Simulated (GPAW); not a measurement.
# Ge3Pd: single point with PBEsol

Crystal: Ge3Pd.

```
CELL_PARAMETERS angstrom
4.14202 0.00000 0.00000
0.00000 4.14202 0.00000
0.00000 0.00000 4.14202
ATOMIC_POSITIONS crystal
Pd 0.00622 0.99586 0.98313
Ge 0.50040 0.49628 0.00006
Ge 0.49946 0.00568 0.49902
Ge 0.00962 0.49349 0.50611
```

The cell comes from a database or a generator and needn't be the stable form of this composition.

The cell isn't the ideal one: atoms moved at random, drawn with an rms of 0.05 Å.

```json
{"Program": "GPAW 26.7.0", "Task": "single point", "Functional": "PBEsol", "Potentials or basis": "PAW data sets generated in the run's folder for this functional", "Cutoff": "600 eV", "Basis": "pw", "k mesh": "7 × 7 × 7", "Occupations": "fermi-dirac, width 0.05 eV", "Spin": "no spin polarisation", "Maxiter": "150"}
```

```json
{"Pressure": "-4.6 GPa", "Largest force": "0.136 eV/Å", "Band gap on the k mesh": "none (metal or under the smearing width)"}
```

Forces on the atoms (eV/Å):
```
Pd  -0.024 -0.044 -0.044
Ge   0.064  0.065  0.102
Ge   0.068 -0.092 -0.023
Ge  -0.108  0.072 -0.036
```

Levels at points of the mesh, in eV from the Fermi level:
| k point | band 12 | band 13 | band 14 | band 15 | band 16 | band 17 |
| --- | --- | --- | --- | --- | --- | --- |
| (0.00, 0.00, 0.00) | -2.64 | -1.55 | -1.55 | 0.80 | 3.00 | 3.01 |

Wall time 2.9 min on 1 thread of Intel(R) Xeon(R) Platinum 8488C (Sapphire Rapids) (shared host), peak memory 0.42 GiB.
